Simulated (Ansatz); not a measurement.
**GaHCl₂ (singlet): wave-function methods side by side at distance Cl1–Ga2 = 7.155 Å, cc-pVDZ**

The task here is to estimate one member of a computed series from the others.

Program: Ansatz 0.2.0, Gaussian basis. Level of theory: cc-pVDZ, core rule «outside noble gas», up to 24 orbitals frozen. These are calculated values, not measurements.

Plan: UHF; CCSD(T) on RHF; BCCD(T) on RHF; CISD; CCSDT(Q) on RHF; CASSCF and MRCISD+Q, 2 electrons in 2 orbitals; CASSCF and NEVPT2, 2 electrons in 2 orbitals.

47 further runs of the same task are left out: 12 for a known fault of the program, 3 for a mislabelled method, 29 that didn't finish, 3 set aside as unsound or not needed.

## What is computed

The geometry derives from a PBE0/def2-TZVP stationary point (not a proven minimum). One bond is set to the value named and the two fragments are kept rigid. No spin-orbit coupling is included. The filled d shell of Ga may be among the frozen orbitals whatever the setting's name suggests; the logs give the count.

4 atoms, charge 0, spin multiplicity 1.

Atoms are counted from 1 here; the program's logs count them from 0.

Bond lengths: Ga2–Cl3 2.129 Å, Ga2–H4 1.545 Å. Angles: Cl3–Ga2–H4 122.3°.

Set-up of the first run:

in.yaml

```yaml
crystal:
  periodic: [false, false, false]
  atoms:
    - {symbol: Cl, position_ang: [0.000000, -2.595286, 4.982293]}
    - {symbol: Ga, position_ang: [0.000000, 1.232029, -1.063010]}
    - {symbol: Cl, position_ang: [0.000000, 0.093381, -2.861522]}
    - {symbol: H, position_ang: [0.000000, 2.777195, -1.063010]}
basis:
  gaussian: {orbitals: cc-pVDZ}
magnetization: {spin_polarized: true, initial_magnetization: 0}
hamiltonian: {xc: hf}
output: {orbitals: {seedname: orbitals}}
```

Started as:

```sh
> ansatz run in.yaml --threads 1 --pin off --events-out ev --progress --plain --max-ram 2393MiB
```

Steps of the session up to this table: UHF; CCSD(T) on RHF; BCCD(T) on RHF; CISD; CCSDT(Q) on RHF; CASSCF and MRCISD+Q, 2 electrons in 2 orbitals; CASSCF and NEVPT2, 2 electrons in 2 orbitals.

One table of the session follows, with a row left open; its other results are not shown here.

It belongs to the step «Misses and costs». 

```
       method  from RCCSDT(Q) (kcal/mol)
          RHF                    +300.43
         RMP2                     +56.56
        RCCSD                     +31.85
     RCCSD(T)                     -77.89
      BCCD(T)                      +2.88
       RCCSDT                      +8.57
    RCCSDT(Q)                          0
  CASSCF pair                    +221.77
  NEVPT2 pair                     +35.82
  MRCISD pair                          ?
MRCISD+Q pair                     +10.12
```

**Question.** Estimate the row for MRCISD pair.

**Answer.** from RCCSDT(Q) (kcal/mol): +33.20. In the column «from RCCSDT(Q) (kcal/mol)» it lies between RCCSD (+31.85) and NEVPT2 pair (+35.82).

Not comparable, so not listed: CISD (they don't share determinant, frozen orbitals or solution with the rows shown, or repeat one).

Caveats from the session: The report flags that the cluster equations may have other roots. The program flags RCCSD(T), BCCD(T), RCCSDT(Q) as in doubt, so the zero of the table is itself unsure.
